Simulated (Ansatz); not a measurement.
# GdRe (CsCl type): a single-point run

Aim: a sound single-point run of GdRe (CsCl type). The structure is shown as the input types it.

Method: DFT PBE, scalar-relativistic, plane waves, PAW, in Ansatz 0.2.0.

1 further run of the same task is left out (it didn't finish). Runs told in other sessions of the task aren't counted.

## (1) The system as given

Symmetry: Pm-3m, No. 221, cubic system. The conventional cell has a = 3.460 Å, b = 3.460 Å, c = 3.460 Å, α = 90.00°, β = 90.00°, γ = 90.00°. Around Gd (site symmetry m-3m) lie 8 Re at 3.00 Å. Around Re (site symmetry m-3m) lie 8 Gd at 3.00 Å.

As a file:

```
Gd Re
1.0
     3.45990    0.00000    0.00000
     0.00000    3.45990    0.00000
     0.00000    0.00000    3.45990
Gd Re
1 1
Direct
  0.00000 0.00000 0.00000
  0.50000 0.50000 0.50000
```

## (2) Running it

Contents of input.yaml:

```yaml
crystal:
  lattice:
    - [3.45990474, 0.0, 0.0]
    - [0.0, 3.45990474, 0.0]
    - [0.0, 0.0, 3.45990474]
  atoms:
    - { symbol: Gd, position: [0.0, 0.0, 0.0], spin: 7.0 }
    - { symbol: Re, position: [0.5, 0.5, 0.5] }
basis:
  ecutwfc: 420
  ecutrho_ratio: 4
kpoints:
  mp_grid: { grid: [1, 1, 1] }
hamiltonian:
  xc: pbe
scf:
  occupations: { method: gaussian, width: 0.05 }
  max_iter: 75
output:
  forces: true
  stress: true
magnetization:
  spin_polarized: true
```

Launch:

```bash
$ ansatz run input.yaml --threads 2 --pin off --max-ram 2662MiB --backend cpu --events-out ev --progress --plain --runs-dir out
```

What happens when this is run?

The run converged and reported no error, with warnings (stability check not made). It gives a pressure of -22 GPa, which is large.

Look at the input: kpoints.mp_grid.grid is [1, 1, 1]. One k-point can't sample the Brillouin zone of so small a cell.

To check: set kpoints.mp_grid.grid to [10, 10, 10].
